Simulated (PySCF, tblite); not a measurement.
# BGeH₅O₃, a small molecule taken as a stand-in for a surface group (germyl): NMR shifts, core binding energies and electronic excitations

Aim: the NMR shifts, core binding energies and electronic excitations of `OB(O)[O][GeH3]`.

Computed with tblite 0.8.0 and PySCF 2.14.0; each step states its level. No surroundings beyond the atoms listed, unless a continuum is named. Atoms count from 0, parts from 1.

## 1. Starting point

10 atoms, charge 0, multiplicity 1; geometry: distance geometry start.

## 2. Relaxing the cluster with GFN2-xTB

Job settings and geometry (Å):

```
{"job": {"kind": "relax", "xc": "GFN2-xTB", "basis": "xTB"}, "charge": 0, "multiplicity": 1}
Ge     1.631747    -0.218102     0.071239
O      0.147951     0.427216     0.727149
B     -1.010414     0.191223    -0.152854
O     -1.926696     1.316801    -0.323417
O     -1.749060    -1.065416     0.174461
H      2.475884     0.893585    -0.654636
H      1.450791    -1.467255    -0.769601
H      2.510907    -0.614942     1.317209
H     -1.614643     2.078583     0.244335
H     -1.937383    -1.572281    -0.652434
```

Level: GFN2-xTB geometry optimisation, gas phase.

On the command line:

```
OMP_NUM_THREADS=1 python cluster_run.py task.json out
```

The driver reads the jobs from task.json and runs them one after another.

Standard output:

```text
step      E/eV     max force
  0    -489.50011    5.422
  1    -490.31582    3.574
  2    -490.80284    1.934
  3    -490.88319    0.862
  4    -490.94769    0.859
  5    -491.00239    0.869
  6    -491.05196    0.967
  7    -491.12029    1.482
  8    -491.19845    1.298
  9    -491.29402    0.724
 10    -491.33853    0.988
 11    -491.38915    0.501
 12    -491.41309    0.501
 13    -491.43197    0.340
 14    -491.44162    0.272
 15    -491.45007    0.359
 16    -491.45823    0.388
 17    -491.46847    0.349
 18    -491.47757    0.357
 19    -491.48564    0.258
 20    -491.48986    0.284
 21    -491.49293    0.247
 22    -491.49613    0.220
 23    -491.50177    0.216
 24    -491.50570    0.197
 25    -491.51065    0.230
 26    -491.51408    0.199
 27    -491.51794    0.232
 28    -491.52182    0.187
 29    -491.52563    0.154
 30    -491.52942    0.274
 31    -491.53468    0.310
 32    -491.54106    0.266
 33    -491.54817    0.233
 34    -491.55381    0.173
 35    -491.55637    0.124
 36    -491.55792    0.102
 37    -491.55946    0.101
 38    -491.56088    0.103
 39    -491.56202    0.110
 40    -491.56299    0.108
 41    -491.56414    0.097
 42    -491.56546    0.076
 43    -491.56646    0.075
 44    -491.56709    0.068
 45    -491.56754    0.095
 46    -491.56802    0.088
 47    -491.56855    0.076
 48    -491.56893    0.059
 49    -491.56916    0.041
 50    -491.56931    0.045
 51    -491.56948    0.038
 52    -491.56969    0.047
 53    -491.56986    0.028
 54    -491.56998    0.028
 55    -491.57009    0.038
 56    -491.57024    0.047
 57    -491.57050    0.061
 58    -491.57091    0.059
 59    -491.57138    0.069
 60    -491.57176    0.053
 61    -491.57201    0.057
 62    -491.57225    0.059
 63    -491.57274    0.074
 64    -491.57373    0.122
 65    -491.57564    0.174
 66    -491.57813    0.180
 67    -491.58032    0.094
 68    -491.58112    0.076
 69    -491.58143    0.083
 70    -491.58189    0.074
 71    -491.58291    0.081
 72    -491.58424    0.100
 73    -491.58754    0.187
 74    -491.59081    0.155
 75    -491.59319    0.271
 76    -491.59283    0.201
 77    -491.59664    0.155
 78    -491.59772    0.099
 79    -491.59919    0.112
 80    -491.60127    0.121
 81    -491.60284    0.150
 82    -491.60522    0.186
 83    -491.60776    0.232
 84    -491.60951    0.122
 85    -491.61027    0.063
 86    -491.61075    0.057
 87    -491.61107    0.056
 88    -491.61130    0.044
 89    -491.61143    0.025
 90    -491.61150    0.023
 91    -491.61155    0.020
 92    -491.61160    0.024
 93    -491.61166    0.022
 94    -491.61172    0.018
 95    -491.61175    0.011
 96    -491.61176    0.008
 97    -491.61176    0.006
```

Wall time 0.92 s (1 thread of Arm Neoverse V2, shared host).

Step by step:

| step | energy from step 0 (eV) | largest force (eV/Å) |
| --- | --- | --- |
| 0 | 0.0000 | 5.4221 |
| 4 | -1.4476 | 0.8595 |
| 8 | -1.6983 | 1.2973 |
| 12 | -1.9130 | 0.5004 |
| 16 | -1.9581 | 0.3877 |
| 20 | -1.9898 | 0.2837 |
| 24 | -2.0056 | 0.1959 |
| 28 | -2.0217 | 0.1878 |
| 32 | -2.0410 | 0.2657 |
| 36 | -2.0578 | 0.1021 |
| 40 | -2.0629 | 0.1077 |
| 44 | -2.0670 | 0.0676 |
| 48 | -2.0688 | 0.0597 |
| 52 | -2.0696 | 0.0463 |
| 56 | -2.0701 | 0.0468 |
| 60 | -2.0716 | 0.0527 |
| 64 | -2.0736 | 0.1215 |
| 68 | -2.0810 | 0.0760 |
| 72 | -2.0841 | 0.0994 |
| 76 | -2.0927 | 0.2013 |
| 80 | -2.1012 | 0.1210 |
| 84 | -2.1094 | 0.1221 |
| 88 | -2.1112 | 0.0444 |
| 92 | -2.1115 | 0.0244 |
| 96 | -2.1116 | 0.0081 |
| 97 | -2.1116 | 0.0055 |

Close pairs (by a distance rule), those that changed most:

| bond | before (Å) | after (Å) | change (Å) |
| --- | --- | --- | --- |
| B2–O4 | 1.494 | 1.363 | -0.131 |
| O1–B2 | 1.474 | 1.352 | -0.121 |
| B2–O3 | 1.461 | 1.355 | -0.107 |
| Ge0–H7 | 1.576 | 1.495 | -0.081 |
| Ge0–H5 | 1.573 | 1.496 | -0.077 |
| O3–H8 | 1.000 | 0.956 | -0.044 |
| O4–H9 | 0.988 | 0.957 | -0.030 |
| Ge0–H6 | 1.517 | 1.495 | -0.022 |

## 3. Optimising the geometry at PBE0-D3(BJ)/def2-SVP

Job settings and geometry (Å):

```
{"job": {"xc": "PBE0", "basis": "def2-SVP", "d3": "d3bj", "grid": 2, "kind": "geom", "shake": 0.01}, "charge": 0, "multiplicity": 1}
Ge     1.678362    -0.305145    -0.035769
O      0.280786     0.824214    -0.081998
B     -0.980927     0.311166     0.001451
O     -2.047084     1.078389    -0.011177
O     -1.056928    -1.048021     0.112354
H      2.783566     0.699172    -0.164851
H      1.576547    -1.213622    -1.205190
H      1.674841    -1.001179     1.261422
H     -1.920671     2.020099    -0.072088
H     -1.946940    -1.390654     0.197320
```

Standard output:

```text
step   0  E = -2329.71682764  max force = 0.045997
step   1  E = -2329.72388657  max force = 0.009508
step   2  E = -2329.72419829  max force = 0.003146
step   3  E = -2329.72420983  max force = 0.001166
step   4  E = -2329.72422075  max force = 0.000650
step   5  E = -2329.72422221  max force = 0.000300
optimisation converged
```

Run time: 36 s. Hardware: 1 thread of Arm Neoverse V2, shared host; peak memory 0.57 GiB.

Step by step:

| step | energy from step 0 (eV) | largest force component (eV/Å) |
| --- | --- | --- |
| 0 | 0.0000 | 2.3653 |
| 1 | -0.1921 | 0.4889 |
| 2 | -0.2006 | 0.1618 |
| 3 | -0.2009 | 0.0600 |
| 4 | -0.2012 | 0.0334 |
| 5 | -0.2012 | 0.0154 |

Distances of close pairs at the start and the end, largest changes first:

| bond | before (Å) | after (Å) | change (Å) |
| --- | --- | --- | --- |
| Ge0–H7 | 1.472 | 1.536 | +0.064 |
| B2–O3 | 1.314 | 1.366 | +0.052 |
| Ge0–H6 | 1.484 | 1.536 | +0.052 |
| Ge0–H5 | 1.499 | 1.536 | +0.037 |
| O3–H8 | 0.952 | 0.962 | +0.010 |
| O4–H9 | 0.957 | 0.962 | +0.004 |
| O1–B2 | 1.365 | 1.361 | -0.004 |
| B2–O4 | 1.366 | 1.367 | +0.002 |

The next job starts from the end point, and lists it.

| at the end point | value |
| --- | --- |
| point group (found at 0.08 Å tolerance) | Cs |
| rotational constants (GHz, main isotopes) | 8.998, 1.564, 1.356 |
| dipole moment (D) | 0.13 |

## 4. Nuclear shieldings: PBE0/pcSseg-2

Job settings and geometry (Å):

```
{"job": {"kind": "nmr", "xc": "PBE0", "basis": "pcSseg-2"}, "charge": 0, "multiplicity": 1}
Ge     1.737973    -0.245356    -0.052533
O      0.270038     0.790403    -0.077395
B     -0.988702     0.280688     0.013343
O     -2.080323     1.101482    -0.004943
O     -1.163485    -1.070800     0.126026
H      2.896291     0.755192    -0.175796
H      1.698049    -1.203404    -1.252844
H      1.795376    -1.003732     1.282280
H     -1.814563     2.022581    -0.087372
H     -2.093164    -1.310374     0.182848
```

Level: GIAO PBE0/pcSseg-2 NMR shielding, non-relativistic, gas phase.

Standard output:

```text
coarse grid: 40496 points
cycle   1  E = -2330.0782288810  dE = -5.401e-02  |g| = 1.481e+00  |ddm| = 2.160e+00
cycle   2  E = -2329.7554406561  dE =  3.228e-01  |g| = 2.030e+00  |ddm| = 1.311e+00
cycle   3  E = -2330.3148022221  dE = -5.594e-01  |g| = 2.200e-01  |ddm| = 9.149e-01
cycle   4  E = -2330.3210276824  dE = -6.225e-03  |g| = 1.276e-01  |ddm| = 1.422e-01
cycle   5  E = -2330.3235332933  dE = -2.506e-03  |g| = 1.632e-02  |ddm| = 5.275e-02
cycle   6  E = -2330.3235710474  dE = -3.775e-05  |g| = 5.749e-03  |ddm| = 7.425e-03
cycle   7  E = -2330.3235738408  dE = -2.793e-06  |g| = 9.485e-04  |ddm| = 2.033e-03
final grid: 84736 points
cycle   8  E = -2330.3235976505  dE = -9.352e-09  |g| = 1.124e-03  |ddm| = 1.449e-03
cycle   9  E = -2330.3235975159  dE =  1.347e-07  |g| = 1.529e-03  |ddm| = 1.018e-03
cycle  10  E = -2330.3235978278  dE = -3.119e-07  |g| = 8.663e-05  |ddm| = 5.452e-04
cycle  11  E = -2330.3235978292  dE = -1.413e-09  |g| = 2.786e-05  |ddm| = 6.233e-05
cycle  12  E = -2330.3235978293  dE = -9.413e-11  |g| = 3.910e-06  |ddm| = 1.038e-05
converged SCF energy = -2330.3235978293

GIAO shielding tensors (ppm)
atom      isotropic    diamagn.    paramagn.     s11        s22        s33       span
  0 Ge    1424.555    2754.636   -1330.081   1325.124   1327.345   1621.196    296.072
  1 O      271.959     388.991    -117.032    179.874    314.579    321.424    141.550
  2 B       80.936     195.711    -114.774     76.654     83.003     83.152      6.498
  3 O      245.286     386.525    -141.239    175.421    261.392    299.044    123.623
  4 O      250.736     386.942    -136.206    188.479    275.345    288.383     99.903
  5 H       26.327      28.090      -1.763     19.970     22.128     36.885     16.915
  6 H       26.037      28.392      -2.355     19.768     22.308     36.033     16.265
  7 H       26.038      28.400      -2.362     19.768     22.314     36.031     16.263
  8 H       28.430      31.337      -2.907     21.416     25.207     38.669     17.253
  9 H       28.363      30.794      -2.431     21.111     24.162     39.817     18.706
```

Wall time 41 s (1 thread of Arm Neoverse V2, shared host); peak memory 1.1 GiB.

Shifts follow as δ = σ(reference) − σ, with reference shieldings (ppm) from runs at the same level and on the same kind of geometry: ¹H TMS 31.25, ¹⁷O H2O 328.2, ¹¹B BF3·OEt2 99.1, ⁷³Ge GeMe4 1337. The references are single molecules in the gas phase, so shifts against H2O, NH3, PH3, H3PO4 or CFCl3 are not on the usual liquid scales and can be off by tens of ppm. Atoms listed in one row are averaged.

| atoms | environment | σ (ppm) | δ (ppm) |
| --- | --- | --- | --- |
| H6, H7 | hydrogen on a germanium bonded to O | 26.04 | 5.21 |
| H5 | hydrogen on a germanium bonded to O | 26.33 | 4.92 |
| H9 | hydrogen on an oxygen bonded to B | 28.36 | 2.88 |
| H8 | hydrogen on an oxygen bonded to B | 28.43 | 2.81 |
| Ge0 | germanium bonded to O, 3 H | 1425 | -87 |
| O3 | oxygen bonded to B, H | 245.3 | 82.9 |
| O4 | oxygen bonded to B, H | 250.7 | 77.4 |
| O1 | oxygen bonded to B, Ge | 272.0 | 56.2 |
| B2 | boron bonded to 3 O | 80.9 | 18.1 |

The run also stored atomic charges by several schemes (e):

| atoms | Mulliken | IAO | Hirshfeld | ESP fit |
| --- | --- | --- | --- | --- |
| Ge0 | 0.58 | 0.74 | 0.40 | 0.40 |
| O1 | -0.62 | -0.65 | -0.31 | -0.54 |
| B2 | 0.71 | 0.62 | 0.28 | 0.88 |
| O3 | -0.45 | -0.60 | -0.28 | -0.75 |
| O4 | -0.44 | -0.60 | -0.27 | -0.72 |

Mayer bond orders: Ge0–O1 0.89, O1–B2 1.14, B2–O3 1.16, B2–O4 1.13.

The fields below are evaluated on a grid from the run's orbitals.

Frontier orbitals at PBE0/pcSseg-2, with the share of their density that lies nearest to each atom:

| orbital | energy (eV) | lies on |
| --- | --- | --- |
| HOMO | -8.79 | O1 45 %; H6, H7 about 16 % each; O3 12 % |
| LUMO | -0.05 | H5, H6, H7 about 14 % each; O1 14 %; Ge0 12 % |

ELF in a plane through or near 8 of the atoms.

Ten even steps from '0' (0.00) to '9' (1.00):
```
0000000000000000000000000000
0000000000000000000000000000
0000000000000000000000000000
0000000100000000000000000000
0000268871000110002430000000
0003999995004662008994000000
0006999996027885018995100000
0006999994148666127777420000
0003899613138747248528640000
0000244144517784728788740000
0000001146413331413456420000
0000001211110027873000000000
0000001233310266266410000000
0000000112100588279970000000
0000000000000578779981000000
0000000000000133223320000000
0000000000000000000000000000
0000000000000000000000000000
0000000000000000000000000000
0000000000000000000000000000
```
The map spans 10.6 Å across and 8.6 Å up, centred on the molecule. Atoms in the plane (x, y in Å): Ge0 (-1.7, 0.1), O1 (-0.1, 0.8), B2 (1.0, 0.1), O3 (2.3, 0.7), O4 (1.0, -1.3), H5 (-2.7, 1.3), H8 (2.2, 1.6), H9 (1.8, -1.7).

On the surface of density 0.002 e/bohr³ the electrostatic potential runs, from the 1st to the 99th percentile, from -1.14 V near O3 to 2.35 V near H9.

[end of part 1 of 2]
